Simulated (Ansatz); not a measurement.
Predict the output of the script below (Ansatz 0.2.0 through its Python package).

`run_drho.py`:
```python
"""Density of InAg3 less that of its sublattices."""

import warnings

import ansatz as az
import numpy as np

VECTORS = np.array([
    [3.08552, 0.0, 0.0],
    [-1.54276, 2.67214, 0.0],
    [0.0, 0.0, 9.47326],
])
SITES = [
    ("In", [0.0, 0.0, 0.0]),
    ("Ag", [0.0, 0.0, 0.5]),
    ("Ag", [1 / 3, 2 / 3, 0.2532]),
    ("Ag", [1 / 3, 2 / 3, 0.74681]),
]


def build(cell):
    crystal = az.Crystal(lattice=az.Lattice.of(cell))
    for symbol, position in SITES:
        crystal = crystal.atom(symbol, position)
    return crystal


def main() -> None:
    warnings.simplefilter("ignore", az.DeckWarning)

    # same cell, cutoff and mesh for the crystal and its parts
    def solve(crystal):
        return (
            crystal.calculation()
            .functional("lda")
            .occupations("Fermi-Dirac", width=0.05)
            .basis(460, grid_basis="typed")
            .kpoints(9, 9, 3)
            .density()
            .run(threads=1)
        )


    whole = solve(build(VECTORS))
    difference = whole.density().channels[0].density_e_per_ang3.copy()
    binding = whole.report["free_energy_ev"]
    for element in ["In", "Ag"]:
        part = az.Crystal(lattice=az.Lattice.of(VECTORS))
        for symbol, position in SITES:
            if symbol == element:
                part = part.atom(symbol, position)
        alone = solve(part)
        difference -= alone.density().channels[0].density_e_per_ang3
        binding -= alone.report["free_energy_ev"]
        print(f"{element} sublattice: {alone.report['n_electrons']:g} electrons, {alone.report['n_iterations']} iterations")

    voxel = abs(np.linalg.det(VECTORS)) / difference.size
    print(f"energy of the crystal less its unpolarised sublattices: {binding / len(SITES):.4f} eV/atom")
    print(f"net charge of the difference {difference.sum() * voxel:.5f} e, charge rearranged {0.5 * np.abs(difference).sum() * voxel:.3f} e")
    print(f"extremes {difference.min():.4f} and {difference.max():.4f} e/A^3")
    for (symbol, position) in SITES:
        index = tuple(int(round(p * n)) % n for p, n in zip(position, difference.shape))
        print(f"  change of the pseudo-density at the grid point nearest {symbol}: {difference[index]:+.4f} e/A^3")


if __name__ == "__main__":
    main()
```

```console
$ python run_drho.py
In sublattice: 13 electrons, 7 iterations
Ag sublattice: 57 electrons, 8 iterations
energy of the crystal less its unpolarised sublattices: -0.4859 eV/atom
net charge of the difference -0.00000 e, charge rearranged 0.278 e
extremes -0.0454 and 0.0584 e/A^3
  change of the pseudo-density at the grid point nearest In: +0.0578 e/A^3
  change of the pseudo-density at the grid point nearest Ag: +0.0003 e/A^3
  change of the pseudo-density at the grid point nearest Ag: -0.0223 e/A^3
  change of the pseudo-density at the grid point nearest Ag: -0.0223 e/A^3
```

Reading the output:
- For a metal this k-point mesh is coarse: on a finer one energies can move by several to tens of meV an atom and pressures by half a GPa or more, differences at one mesh by less.
- The fields are valence quantities on the plane-wave grid; their values near the nuclei depend on the potentials.
- The structure comes from a database of computed cells and needn't be a stable or known phase.
- Charge moved counts every rearrangement, bonding and polarisation too, and is no transfer between atoms; the bare sublattices are artificial references. Values near the nuclei depend on the potentials.
- Run time: 13 s on 1 thread of Arm Neoverse V1 (shared host), peak memory 0.4 GiB.
